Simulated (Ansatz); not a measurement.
# HfFe₂, space group Fd-3m: a breakdown of dispersion, smearing and cutoff terms

With Ansatz 0.2.0 through its Python package.

Notebook, run cell by cell (the value of a cell's last expression is shown):

In [1]:
```python
import ansatz as az
```

In [2]:
```python
cell = (
    az.Lattice.of((0.0, 3.509411, 3.509411), (3.509411, 0.0, 3.509411), (3.509411, 3.509411, 0.0))
    .atom("Hf", (0.0, 0.0, 0.0))
    .atom("Hf", (0.25, 0.25, 0.25))
    .atom("Fe", (0.625, 0.625, 0.625))
    .atom("Fe", (0.125, 0.625, 0.625))
    .atom("Fe", (0.625, 0.125, 0.625))
    .atom("Fe", (0.625, 0.625, 0.125))
    .moments(Fe=2.4)
)
```

In [3]:
```python
len(cell.resolved().sites)
```
Out [3]:
```text
6
```

In [4]:
```python
model = (
    cell.calculation()
    .kpoints(spacing=0.32)
    .occupations("fermi_dirac", width=0.1)
    .spin("collinear")
)
with_term = model.functional("pbesol", dispersion="d3bj").basis(340).cutoff_correction(590).run(threads=1).report
without = model.functional("pbesol").basis(340).run(threads=1).report
finer = model.functional("pbesol").basis(590).run(threads=1).report
removed = az.free_energy_without(with_term, az.EnergyTerm.DISPERSION)
print(f"dispersion term            {with_term['components']['e_disp']:.5f} eV")
print(f"F less dispersion          {removed:.5f} eV, run without it {without['free_energy_ev']:.5f} eV")
print(f"F less smearing term       {az.free_energy_without(without, az.EnergyTerm.SMEARING):.5f} eV")
print(f"estimated gain to 590 eV   {with_term['cutoff_correction']['energy_ev']:.5f} eV, found {finer['free_energy_ev'] - without['free_energy_ev']:.5f} eV")
```
```text
DeckWarning: basis.ecutwfc = 340 eV is below the records' recommended 420 eV, and the density's cutoff is lower with it unless basis.ecutrho_ratio is high enough to keep the records' density cutoff: compare with a run at a higher cutoff
dispersion term            -2.45446 eV
F less dispersion          -48993.32280 eV, run without it -48993.32280 eV
F less smearing term       -48993.18131 eV
estimated gain to 590 eV   -0.28062 eV, found -0.27358 eV
```

Total energies depend on the potentials; only differences at equal settings carry meaning. A total without «per atom» is that of the whole cell that was run. The cutoff lies under the one recommended for these potentials in some of the runs. Other magnetic orders than the one started from may lie lower. Dispersion corrections can be off by several per cent in the lattices of metals, and by several GPa in the pressure at a fixed cell. For a metal this k-point mesh is coarse: on a finer one energies can move by several to tens of meV an atom and pressures by half a GPa or more, differences at one mesh by less. Spin-orbit coupling, which matters for elements this heavy, is left out. This cell is a computed structure, which may not be the phase found in nature. Warnings are shown shortened and without file and line. Timing: 36 s on 1 thread of Arm Neoverse V2 (shared host), peak memory 0.63 GiB.
